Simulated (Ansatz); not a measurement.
# BBrClH3OSi: basis-set convergence

One table from this session's results is given with a row withheld; the runs are named, their logs left out.

Method: one geometry, several basis sets; program: Ansatz 0.2.0, Gaussian basis.

The runs, in order: PBE0-D4/def2-SVP; ωB97M-V/def2-SVP; PBE0-D4/def2-QZVPP; ωB97M-V/def2-QZVPP; the functionals' def2-TZVPP values are taken from earlier runs.

### The geometry

All runs share one geometry, relaxed beforehand with PBE0-D4 in a triple-zeta def2 set.

SMILES `[SiH3]OB(Cl)Br`, 8 atoms, charge 0, spin multiplicity 1.

Atoms are counted from 1 here; the program's logs count them from 0.

Bond lengths: Si1–O2 1.670 Å, Si1–H6 1.481 Å, Si1–H7 1.481 Å, Si1–H8 1.479 Å, O2–B3 1.329 Å, B3–Cl4 1.748 Å, B3–Br5 1.932 Å. Angles: O2–Si1–H6 109.4°, O2–Si1–H7 109.3°, O2–Si1–H8 105.5°, H6–Si1–H7 110.8°, H6–Si1–H8 110.8°, H7–Si1–H8 110.8°, Si1–O2–B3 133.7°, O2–B3–Cl4 120.4°, O2–B3–Br5 120.9°, Cl4–B3–Br5 118.8°.

Set-up of the first run:

in.yaml reads:

```yaml
crystal:
  periodic: [false, false, false]
  atoms:
    - {symbol: Si, position_ang: [-0.995056, -0.649962, -0.448843]}
    - {symbol: O, position_ang: [-0.137054, 0.231607, 0.680382]}
    - {symbol: B, position_ang: [1.076041, 0.775107, 0.691539]}
    - {symbol: Cl, position_ang: [1.640642, 1.646892, 2.097235]}
    - {symbol: Br, position_ang: [2.246416, 0.619549, -0.837781]}
    - {symbol: H, position_ang: [-1.171081, 0.161276, -1.675034]}
    - {symbol: H, position_ang: [-0.267304, -1.904648, -0.747005]}
    - {symbol: H, position_ang: [-2.300505, -0.936820, 0.183707]}
basis:
  gaussian: {orbitals: def2-SVP}
hamiltonian: {xc: pbe0, dispersion: d4}
output: {orbitals: {seedname: orbitals}}
```

Run with:

```console
$ ansatz run in.yaml --threads 4 --pin off --events-out ev --progress --plain --max-ram 10444MiB
```

Steps of the session up to this table: PBE0-D4 in def2-SVP; ωB97M-V in def2-SVP; PBE0-D4 in def2-QZVPP; ωB97M-V in def2-QZVPP.

One table of the session follows, with a row left open; its other results are not shown here.

It belongs to the step «Density functionals: the series». 

| functional | basis | HOMO (eV) |
| --- | --- | --- |
| PBE0-D4 | def2-SVP | -8.39 |
| PBE0-D4 | def2-TZVPP | -8.53 |
| PBE0-D4 | def2-QZVPP | -8.55 |
| ωB97M-V | def2-SVP | ? |
| ωB97M-V | def2-TZVPP | -10.76 |
| ωB97M-V | def2-QZVPP | -10.79 |

**Question.** Estimate the row for ωB97M-V, def2-SVP.

As computed: HOMO (eV): -10.59. In the column «HOMO (eV)» it lies between ωB97M-V, def2-TZVPP (-10.76) and PBE0-D4, def2-QZVPP (-8.55).
